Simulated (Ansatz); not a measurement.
# C₃H₉BClN: one species, many methods

An exercise on one series of results from a longer session: the logs are not shown, and one member is left open.

Program: Ansatz 0.2.0, Gaussian basis. Level of theory: functionals in def2-TZVPP, the program's frozen cores in correlated methods. These are calculated values, not measurements.

Plan: PBE-D4, r2SCAN-D4, PBE0-D4, B3LYP-D4, ωB97X-V, ωB97M-V, B2PLYP; CCSD(T)/def2-TZVPP; MP2/def2-QZVPP; extrapolation to the limit.

### The relaxed structure

An earlier PBE0-D4 in a triple-zeta def2 set relaxation fixed the geometry.

SMILES `CCN(C)BCl`, 15 atoms, charge 0, spin multiplicity 1.

Atoms are counted from 1 here; the program's logs count them from 0.

Bond lengths: C1–C2 1.519 Å, C1–H7 1.092 Å, C1–H8 1.092 Å, C1–H9 1.092 Å, C2–N3 1.454 Å, C2–H10 1.090 Å, C2–H11 1.096 Å, N3–C4 1.447 Å, N3–B5 1.385 Å, C4–H12 1.089 Å, C4–H13 1.095 Å, C4–H14 1.094 Å, B5–Cl6 1.773 Å, B5–H15 1.192 Å. Angles: C2–C1–H7 111.9°, C2–C1–H8 110.3°, C2–C1–H9 110.4°, H7–C1–H8 107.7°, H7–C1–H9 108.3°, H8–C1–H9 108.2°, C1–C2–N3 113.1°, C1–C2–H10 109.7°, C1–C2–H11 110.2°, N3–C2–H10 108.4°, N3–C2–H11 108.1°, H10–C2–H11 107.2°, C2–N3–C4 114.4°, C2–N3–B5 124.7°, C4–N3–B5 120.9°, N3–C4–H12 109.8°, N3–C4–H13 110.6°, N3–C4–H14 111.4° and more.

Coordinates:

```
C     0.06563    1.15992   -1.40165
C    -0.70470    0.69353   -0.17869
N    -0.00080   -0.32516    0.58367
C    -0.11677   -1.66333    0.04489
B     0.75373   -0.07927    1.71827
Cl    0.93334    1.55795    2.37546
H     0.28188    0.33597   -2.08528
H    -0.51295    1.90490   -1.95259
H     1.01236    1.61477   -1.10356
H    -0.89858    1.54147    0.47855
H    -1.67706    0.28535   -0.47689
H     0.44872   -2.35999    0.66176
H    -1.16455   -1.98249    0.02549
H     0.27097   -1.71657   -0.97716
H     1.30878   -0.96706    2.28772
```

The first run:

in.yaml

```yaml
crystal:
  periodic: [false, false, false]
  atoms:
    - {symbol: C, position_ang: [0.065632, 1.159920, -1.401653]}
    - {symbol: C, position_ang: [-0.704697, 0.693532, -0.178688]}
    - {symbol: N, position_ang: [-0.000802, -0.325163, 0.583674]}
    - {symbol: C, position_ang: [-0.116767, -1.663328, 0.044893]}
    - {symbol: B, position_ang: [0.753729, -0.079265, 1.718267]}
    - {symbol: Cl, position_ang: [0.933342, 1.557948, 2.375462]}
    - {symbol: H, position_ang: [0.281881, 0.335970, -2.085278]}
    - {symbol: H, position_ang: [-0.512949, 1.904904, -1.952587]}
    - {symbol: H, position_ang: [1.012356, 1.614774, -1.103558]}
    - {symbol: H, position_ang: [-0.898576, 1.541472, 0.478552]}
    - {symbol: H, position_ang: [-1.677061, 0.285352, -0.476888]}
    - {symbol: H, position_ang: [0.448723, -2.359993, 0.661762]}
    - {symbol: H, position_ang: [-1.164553, -1.982495, 0.025491]}
    - {symbol: H, position_ang: [0.270965, -1.716570, -0.977164]}
    - {symbol: H, position_ang: [1.308779, -0.967057, 2.287717]}
basis:
  gaussian: {orbitals: def2-TZVPP}
hamiltonian: {xc: pbe, dispersion: d4}
output: {forces: true, orbitals: {seedname: orbitals}}
```

Command:

```sh
ansatz run in.yaml --threads 2 --pin off --events-out ev --progress --plain --max-ram 32768MiB --backend cuda --devices 0, --max-vram 18GiB
```

Among the steps run: PBE-D4 (GGA); r2SCAN-D4 (meta-GGA); PBE0-D4 (hybrid); B3LYP-D4 (hybrid); ωB97X-V (range-separated); ωB97M-V (range-separated); B2PLYP (double hybrid); CCSD(T) in def2-TZVPP; MP2 in def2-QZVPP.

One of the session's tables, all rows but one given; the rest of the session is left out.

| method | atomisation energy (kJ/mol) |
| --- | --- |
| PBE-D4 | 5937.1 |
| r2SCAN-D4 | 5829.6 |
| PBE0-D4 | 5858.3 |
| B3LYP-D4 | ? |
| ωB97X-V | 5828.0 |
| ωB97M-V | 5839.8 |
| B2PLYP | 5762.6 |
| HF/def2-TZVPP | 4344.8 |
| MP2/def2-TZVPP | 5750.4 |
| CCSD/def2-TZVPP | 5592.6 |
| CCSD(T)/def2-TZVPP | 5670.3 |
| MP2/CBS | 5882.0 |
| CCSD(T)/CBS | 5801.8 |

Estimate the missing values for B3LYP-D4.

**Answer.** atomisation energy (kJ/mol): 5828.4. In the column «atomisation energy (kJ/mol)» it lies between ωB97X-V (5828.0) and r2SCAN-D4 (5829.6).
